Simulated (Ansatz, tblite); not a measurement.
# Trans-[TiF2(H2O)4]+ (F2H8O4Ti+): a ladder of methods and basis sets

Aim: run the doublet of trans-[TiF2(H2O)4]+ (F2H8O4Ti+) at one geometry on many levels, and compare frontier levels, spin and run time.

The runs use Ansatz 0.2.0, Gaussian basis; as each input shows.

Levels to be run: GFN1-xTB, GFN2-xTB, PBE-D4/def2-TZVP, r2SCAN-D4/def2-TZVP, B2PLYP/def2-TZVP, LDA/def2-TZVP, LC-ωPBE/def2-TZVP, PBE-D4/def2-SVP, PBE0-D4/def2-SVP, HF/STO-3G, MP2/def2-TZVP, RPA/def2-TZVP.

2 further runs of the same task are left out: 2 set aside as unsound or not needed. Runs told in other sessions of the task aren't counted.

### Step 1. The relaxed structure

The geometry is that of the doublet, from an earlier relaxation (B3LYP-D4/def2-SVP).

15 atoms, charge 1, spin multiplicity 2.

Bond lengths: F1–Ti7 1.797 Å, F2–Ti7 1.797 Å, O3–Ti7 2.187 Å, O3–H8 0.970 Å, O3–H9 0.970 Å, O4–Ti7 2.187 Å, O4–H10 0.970 Å, O4–H11 0.970 Å, O5–Ti7 2.187 Å, O5–H12 0.970 Å, O5–H13 0.970 Å, O6–Ti7 2.187 Å, O6–H14 0.970 Å, O6–H15 0.970 Å. Angles: Ti7–O3–H8 118.4°, Ti7–O3–H9 118.8°, H8–O3–H9 107.1°, Ti7–O4–H10 118.3°, Ti7–O4–H11 118.9°, H10–O4–H11 107.1°, Ti7–O5–H12 118.8°, Ti7–O5–H13 118.4°, H12–O5–H13 107.1°, Ti7–O6–H14 118.9°, Ti7–O6–H15 118.3°, H14–O6–H15 107.1°, F1–Ti7–F2 180.0°, F1–Ti7–O3 90.2°, F1–Ti7–O4 90.2°, F1–Ti7–O5 89.8°, F1–Ti7–O6 89.8°, F2–Ti7–O3 89.8° and more.

No spin-orbit coupling is included. The ion is computed in the gas phase, without counter-ions or solvent.

PBE0-D4/def2-TZVP was run before; its log isn't repeated, and its numbers join the tables.

### Step 2. GFN1-xTB

Tight binding, by tblite at 300 K electronic temperature and without a spin-polarisation term:

```python
tblite.interface.Calculator('GFN1-xTB', numbers, positions, charge=1, uhf=1).singlepoint()
```

Energy -935.3762 eV; 0.01 s.

### Step 3. GFN2-xTB

Tight binding, by tblite at 300 K electronic temperature and without a spin-polarisation term:

```python
tblite.interface.Calculator('GFN2-xTB', numbers, positions, charge=1, uhf=1).singlepoint()
```

Energy -850.5350 eV; 0.005 s.

### Step 4. PBE-D4/def2-TZVP

start.molden holds the orbitals of an earlier run on this state, given as this run's starting guess.

Input file in.yaml:

```yaml
crystal:
  periodic: [false, false, false]
  atoms:
    - {symbol: F, position_ang: [-0.004184, 0.021888, 1.796746]}
    - {symbol: F, position_ang: [0.004660, -0.021980, -1.796872]}
    - {symbol: O, position_ang: [2.186635, -0.049434, -0.002056]}
    - {symbol: O, position_ang: [-2.186737, 0.049376, -0.015120]}
    - {symbol: O, position_ang: [0.049371, 2.186589, -0.019055]}
    - {symbol: O, position_ang: [-0.049630, -2.186448, 0.035880]}
    - {symbol: Ti, position_ang: [-0.000080, -0.000025, -0.000078]}
    - {symbol: H, position_ang: [2.639113, -0.405218, -0.782630]}
    - {symbol: H, position_ang: [2.647204, -0.396669, 0.777559]}
    - {symbol: H, position_ang: [-2.634130, 0.382411, -0.808555]}
    - {symbol: H, position_ang: [-2.652191, 0.419147, 0.751116]}
    - {symbol: H, position_ang: [0.408138, 2.638927, -0.798272]}
    - {symbol: H, position_ang: [0.393866, 2.647145, 0.761852]}
    - {symbol: H, position_ang: [-0.409571, -2.659898, -0.730133]}
    - {symbol: H, position_ang: [-0.392493, -2.625800, 0.829627]}
basis:
  gaussian: {orbitals: def2-TZVP, initial_orbitals: start.molden}
total_charge: 1
magnetization: {spin_polarized: true, initial_magnetization: 1}
hamiltonian: {xc: pbe, dispersion: d4}
scf: {omitted_lower_state_checks: [starts]}
output: {forces: true, orbitals: {seedname: orbitals}}
```

Launch:

```console
$ ansatz run in.yaml --threads 4 --pin off --events-out ev --progress --plain --max-ram 4787MiB
```

The runs that follow: r2SCAN-D4/def2-TZVP; B2PLYP/def2-TZVP; LDA/def2-TZVP; LC-ωPBE/def2-TZVP; PBE-D4/def2-SVP; PBE0-D4/def2-SVP; HF/STO-3G; MP2/def2-TZVP; RPA/def2-TZVP.

Before running them: what should the planned runs give, taken together? Wanted: gap in def2-TZVP, named functionals, smallest and largest; correlation energy, MP2/def2-TZVP; ⟨S²⟩ in def2-TZVP, named functionals, smallest and largest; PBE0 total energy, smallest basis above largest.

The runs gave:

| quantity | value |
| --- | --- |
| gap in def2-TZVP, named functionals, smallest and largest | 0.68 eV (LDA), 10.43 eV (LC-ωPBE) |
| correlation energy, MP2/def2-TZVP | -49.41 eV |
| ⟨S²⟩ in def2-TZVP, named functionals, smallest and largest | 0.752, 0.753 |
| PBE0 total energy, smallest basis above largest | 19.78 eV (def2-SVP, def2-TZVP) |

Orbital gaps of the named functionals in def2-TZVP span 0.68 eV (LDA) to 10.43 eV (LC-ωPBE); exact exchange widens it.
